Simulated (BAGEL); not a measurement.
# CH4F2OSi (SMILES C[Si](O)(F)F): HF/cc-pVDZ (density fitting with qzvpp-jkfit)

Aim: the vertical singlet–triplet gap of CH4F2OSi at HF/cc-pVDZ (density fitting with qzvpp-jkfit), from 2 runs. 

The calculation is run with BAGEL 1.2.2.

**1. The system as given**

CH4F2OSi: 9 atoms, total charge 0, spin state singlet. SMILES: `C[Si](O)(F)F`. The coordinates come from a PBE0-D4/def2-TZVP relaxation. This is one conformer, not always the lowest.

Bond lengths: C1–Si2 1.831 Å, Si2–O3 1.621 Å, Si2–F4 1.590 Å, Si2–F5 1.590 Å, C1–H6 1.092 Å, C1–H7 1.092 Å, C1–H8 1.092 Å, O3–H9 0.958 Å. Some angles: C1–Si2–O3 109.9°, C1–Si2–F4 111.2°, C1–Si2–F5 111.2°, O3–Si2–F4 110.0°, O3–Si2–F5 110.0°, F4–Si2–F5 104.6°, Si2–C1–H6 110.5°, Si2–C1–H7 110.5°, Si2–C1–H8 110.6°, Si2–O3–H9 119.7°.

**2. The energy at HF/cc-pVDZ (density fitting with qzvpp-jkfit)**

Input file input.json:

```json
{ "bagel": [

{
  "title": "molecule",
  "basis": "cc-pvdz.json",
  "df_basis": "qzvpp-jkfit",
  "angstrom": true,
  "geometry": [
    { "atom": "C", "xyz": [      -1.189400,       0.338900,      -0.162200 ] },
    { "atom": "Si", "xyz": [       0.580100,      -0.130700,      -0.192500 ] },
    { "atom": "O", "xyz": [       1.083400,      -0.479900,       1.308000 ] },
    { "atom": "F", "xyz": [       0.827400,      -1.374000,      -1.151900 ] },
    { "atom": "F", "xyz": [       1.471900,       1.032700,      -0.807900 ] },
    { "atom": "H", "xyz": [      -1.795500,      -0.480100,       0.229600 ] },
    { "atom": "H", "xyz": [      -1.342100,       1.213300,       0.473300 ] },
    { "atom": "H", "xyz": [      -1.540100,       0.577500,      -1.168100 ] },
    { "atom": "H", "xyz": [       1.992700,      -0.743900,       1.454700 ] }
  ]
},

{
  "title": "hf"
},

{
  "title": "print",
  "file": "orbitals.molden",
  "orbitals": true
}

]}
```

The basis set cc-pVDZ is read from a file made from the Basis Set Exchange's data (not shown).

The run is started by

```bash
$ BAGEL_NUM_THREADS=1 BAGEL input.json > input.out
```

Standard output:

```text
* using 1 threads per process

  ===============================================================
  ===============================================================

  *** Geometry ***

  { "atom" : "C", "xyz" : [     -2.247640,      0.640428,     -0.306514 ] },
  { "atom" : "Si", "xyz" : [      1.096230,     -0.246987,     -0.363772 ] },
  { "atom" : "O", "xyz" : [      2.047329,     -0.906880,      2.471762 ] },
  { "atom" : "F", "xyz" : [      1.563559,     -2.596484,     -2.176776 ] },
  { "atom" : "F", "xyz" : [      2.781488,      1.951520,     -1.526710 ] },
  { "atom" : "H", "xyz" : [     -3.393003,     -0.907258,      0.433881 ] },
  { "atom" : "H", "xyz" : [     -2.536201,      2.292805,      0.894407 ] },
  { "atom" : "H", "xyz" : [     -2.910367,      1.091317,     -2.207389 ] },
  { "atom" : "H", "xyz" : [      3.765657,     -1.405767,      2.748985 ] },

  Number of auxiliary basis functions:      506

  Since a DF basis is specified, we compute 2- and 3-index integrals:
    o Being stored without compression. Storage requirement is 0.036 GB

  Number of basis functions:       94
  Number of electrons      :       50

    * METHOD: MOLECULE                             0.23

  *** RHF ***

  === Nuclear Repulsion ===
   263.4891565526

      * DIIS with orbital gradients will be used.

  === RHF iteration (cc-pvdz.json) ===
      0       -602.73303416          0.01708055           0.07
      1       -602.96994366          0.01011421           0.07
      2       -603.06830862          0.00125057           0.07
      3       -603.06972358          0.00042046           0.07
      4       -603.06985507          0.00006574           0.07
      5       -603.06985953          0.00001619           0.07
      6       -603.06985983          0.00000706           0.07
      7       -603.06985988          0.00000166           0.07
      8       -603.06985989          0.00000045           0.07
      9       -603.06985989          0.00000012           0.07
     10       -603.06985989          0.00000004           0.07
     11       -603.06985989          0.00000001           0.07
     12       -603.06985989          0.00000000           0.07
    * SCF iteration converged.

    * Permanent dipole moment:
           (    0.220676,     0.004420,    -0.445537) a.u.

    * METHOD: HF                                   1.06

    * METHOD: PRINT                                0.02

  ===============================================================
```

Wall time 1.4 s (1 thread of Arm Neoverse V2, shared host).

**3. The triplet at the same level**

Input file job.json:

```json
{ "bagel" : [

{
  "title" : "molecule",
  "basis" : "cc-pvdz.json",
  "df_basis" : "qzvpp-jkfit",
  "angstrom" : "true",
  "geometry" : [
    { "atom" : "C", "xyz" : [      -1.189400,       0.338900,      -0.162200 ] },
    { "atom" : "Si", "xyz" : [       0.580100,      -0.130700,      -0.192500 ] },
    { "atom" : "O", "xyz" : [       1.083400,      -0.479900,       1.308000 ] },
    { "atom" : "F", "xyz" : [       0.827400,      -1.374000,      -1.151900 ] },
    { "atom" : "F", "xyz" : [       1.471900,       1.032700,      -0.807900 ] },
    { "atom" : "H", "xyz" : [      -1.795500,      -0.480100,       0.229600 ] },
    { "atom" : "H", "xyz" : [      -1.342100,       1.213300,       0.473300 ] },
    { "atom" : "H", "xyz" : [      -1.540100,       0.577500,      -1.168100 ] },
    { "atom" : "H", "xyz" : [       1.992700,      -0.743900,       1.454700 ] }
  ]
},

{ "title" : "uhf", "charge" : 0, "nopen" : 2 },

{ "title" : "print", "file" : "orbitals.molden", "orbitals" : "true" }

]}
```

The basis set cc-pVDZ is read from a file made from the Basis Set Exchange's data (not shown).

The run is started by

```bash
$ BAGEL_NUM_THREADS=1 BAGEL job.json > job.out
```

Standard output:

```text
* using 1 threads per process

  ===============================================================
  ===============================================================

  *** Geometry ***

  { "atom" : "C", "xyz" : [     -2.247640,      0.640428,     -0.306514 ] },
  { "atom" : "Si", "xyz" : [      1.096230,     -0.246987,     -0.363772 ] },
  { "atom" : "O", "xyz" : [      2.047329,     -0.906880,      2.471762 ] },
  { "atom" : "F", "xyz" : [      1.563559,     -2.596484,     -2.176776 ] },
  { "atom" : "F", "xyz" : [      2.781488,      1.951520,     -1.526710 ] },
  { "atom" : "H", "xyz" : [     -3.393003,     -0.907258,      0.433881 ] },
  { "atom" : "H", "xyz" : [     -2.536201,      2.292805,      0.894407 ] },
  { "atom" : "H", "xyz" : [     -2.910367,      1.091317,     -2.207389 ] },
  { "atom" : "H", "xyz" : [      3.765657,     -1.405767,      2.748985 ] },

  Number of auxiliary basis functions:      506

  Since a DF basis is specified, we compute 2- and 3-index integrals:
    o Being stored without compression. Storage requirement is 0.036 GB

  Number of basis functions:       94
  Number of electrons      :       50

    * METHOD: MOLECULE                             0.23

  *** Open-shell HF ***

  === Nuclear Repulsion ===
   263.4891565526

      * DIIS with orbital gradients will be used.

  === UHF iteration (cc-pvdz.json) ===
      0       -602.29412753          0.03318643           0.14
      1       -602.52579394          0.02469888           0.14
      2       -602.61533313          0.01497955           0.14
      3       -602.67891665          0.00165361           0.14
      4       -602.68303008          0.00100642           0.14
      5       -602.68462053          0.00074263           0.14
      6       -602.68615158          0.00057382           0.14
      7       -602.68738411          0.00038504           0.14
      8       -602.68763317          0.00027229           0.14
      9       -602.68782794          0.00020806           0.14
     10       -602.68793115          0.00007673           0.14
     11       -602.68795631          0.00004044           0.14
     12       -602.68796205          0.00003493           0.14
     13       -602.68796793          0.00003337           0.14
     14       -602.68797559          0.00003068           0.14
     15       -602.68799108          0.00002609           0.14
     16       -602.68800044          0.00001970           0.14
     17       -602.68800392          0.00001427           0.14
     18       -602.68800447          0.00001024           0.14
     19       -602.68800472          0.00000535           0.14
     20       -602.68800484          0.00000257           0.14
     21       -602.68800487          0.00000147           0.14
     22       -602.68800487          0.00000084           0.14
     23       -602.68800487          0.00000044           0.14
     24       -602.68800487          0.00000033           0.14
     25       -602.68800487          0.00000028           0.14
     26       -602.68800487          0.00000020           0.14
     27       -602.68800487          0.00000011           0.14
     28       -602.68800487          0.00000009           0.14
     29       -602.68800487          0.00000007           0.14
     30       -602.68800487          0.00000005           0.14
     31       -602.68800487          0.00000003           0.14
     32       -602.68800487          0.00000002           0.14
     33       -602.68800487          0.00000001           0.14
     34       -602.68800487          0.00000001           0.14
     35       -602.68800487          0.00000001           0.14
    * SCF iteration converged.

    * S^2 (UHF) is 2.0069

    * Permanent dipole moment:
           (   -0.547334,     0.204430,    -0.404832) a.u.

    * METHOD: UHF                                  5.19

    * METHOD: PRINT                                0.02

  ===============================================================
```

Wall time 5.7 s (1 thread of Arm Neoverse V2, shared host).

**4. Results**

Level: HF/cc-pVDZ (density fitting with qzvpp-jkfit).

| quantity | value |
| --- | --- |
| singlet: total energy | -603.06986 Eh |
| singlet: dipole moment | 1.26 D |
| singlet: HOMO energy | -13.70 eV |
| singlet: LUMO energy | 4.51 eV |
| singlet: HOMO–LUMO gap | 18.21 eV |
| triplet: total energy | -602.68800 Eh |
| triplet: dipole moment | 1.81 D |
| triplet: ⟨S²⟩ | 2.007 |
| vertical energy of the triplet above the singlet | 10.391 eV |

What this shows: At this shape the triplet lies 10.39 eV (240 kcal/mol) above the singlet.
